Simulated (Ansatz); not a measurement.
Working through a projected density of states of BaTiO3, space group R3m

Computed with Ansatz's Python interface.

Typed at the interpreter:
```pycon
>>> import warnings
>>> import ansatz as az
>>> import numpy as np
>>> from pymatgen.core import Lattice, Structure
>>> from pymatgen.io.ase import AseAtomsAdaptor
>>> pmg_structure = Structure(
...     Lattice([(2.82736661, 1.63238087, 2.31839349), (-2.82736661, 1.63238087, 2.31839349), (0.0, -3.26476174, 2.31839349)]),
...     ['Ba', 'Ti', 'O', 'O', 'O'],
...     [
...         (0.0, 0.0, 0.0),
...         (0.4845, 0.4845, 0.4845),
...         (0.5086, 0.5086, 0.0175),
...         (0.0175, 0.5086, 0.5086),
...         (0.5086, 0.0175, 0.5086),
...     ],
... )
>>> structure = az.Crystal.from_ase(AseAtomsAdaptor.get_atoms(pmg_structure))
>>> structure.resolved().sites[-1]
Site(symbol='O', position=(0.5086, 0.017499999999999974, 0.5086), moment=None, axis=None, held=None, saved=None)
>>> calc = (
...     structure.calculation()
...     .basis(38 * az.Ry)
...     .occupations('fixed')  # whole-number filling, right only where there is a gap
...     .functional('pbesol', dispersion='d3bj')
...     .kpoints(6)
...     .scf(extra_bands=16)
...     .density_of_states(projected=True, method='smearing', broadening_width=0.15, energy_step=0.1)  # states per eV and cell
... )
>>> with warnings.catch_warnings(record=True) as caught:
...     warnings.simplefilter('always')
...     out = calc.run(threads=1, pin='off')
...
>>> print('warnings raised:', sorted(w.category.__name__ for w in caught) or 'none')
warnings raised: none
>>> rep = out.report
>>> rep['n_electrons']
40.0
>>> dos = out.density_of_states()
>>> energy = np.asarray(dos.energies_ev) - dos.fermi_ev
>>> curves = {}
>>> for site in out.projected_density_of_states().sites:
...     for shell in site.shells:
...         weight = sum(np.sum(curve.g_bin_mean_per_ev, axis=0) for curve in shell.curves)
...         name = f'{site.species} {shell.label}'
...         curves[name] = curves.get(name, 0) + weight
...
>>> print('E-EF   ' + ' '.join(f'{name:>8s}' for name in curves))
E-EF      Ba 5S    Ba 6S    Ba 5P    Ti 3S    Ti 4S    Ti 3P    Ti 3D     O 2S     O 2P
>>> for e in np.arange(-6, 6 + 0.1, 1.0):
...     print(f'{e:5.1f}  ' + ' '.join(f'{np.interp(e, energy, g):8.3f}' for g in curves.values()))
...
 -6.0     0.000    0.000    0.000    0.000    0.000    0.000    0.000    0.000    0.000
 -5.0     0.000    0.000    0.000    0.000    0.000    0.000    0.000    0.000    0.000
 -4.0     0.003    0.023    0.007    0.039    0.241    0.008    0.450    0.018    2.021
 -3.0     0.019    0.061    0.066    0.005    0.020    0.020    0.542    0.026    2.312
 -2.0     0.004    0.015    0.110    0.010    0.012    0.016    0.564    0.017    3.193
 -1.0     0.002    0.024    0.096    0.005    0.003    0.010    0.190    0.027    5.404
  0.0     0.000    0.000    0.002    0.000    0.000    0.000    0.001    0.000    0.794
  1.0     0.000    0.000    0.000    0.000    0.000    0.000    0.000    0.000    0.000
  2.0     0.000    0.000    0.000    0.000    0.000    0.000    0.000    0.000    0.000
  3.0     0.000    0.004    0.001    0.001    0.001    0.000    2.033    0.014    0.325
  4.0     0.008    0.059    0.004    0.001    0.003    0.001    3.862    0.013    1.074
  5.0     0.000    0.001    0.002    0.002    0.013    0.002    1.222    0.172    0.155
  6.0     0.000    0.004    0.002    0.002    0.019    0.002    0.758    0.093    0.227
```

Spin is left out of this run. Semilocal gaps usually lie well under measured ones. The Fermi level of a run with fixed occupations marks the highest occupied state on its mesh, not mid-gap. The empty d shell of the heavier alkali and alkaline-earth atoms, which makes much of a conduction band, may have no channel. The crystal has a gap of about 2.39 eV on the mesh; any density of states at or just above the Fermi level is the tail of the broadening. The starting cell is as deposited in a crystallographic database; the results hold for this polymorph, which needn't be the stable one. Curves are summed over the cell's atoms. Only shells that the potentials hold have channels, so projections don't add up to the total, least of all where a shell is missing (p of most metals); heights and places of peaks move with the mesh. The density of states is complete only as far up as bands were computed. Wall time of the script: 20 s on 1 thread of Arm Neoverse N1, with other jobs on the host, peak memory 0.48 GiB.
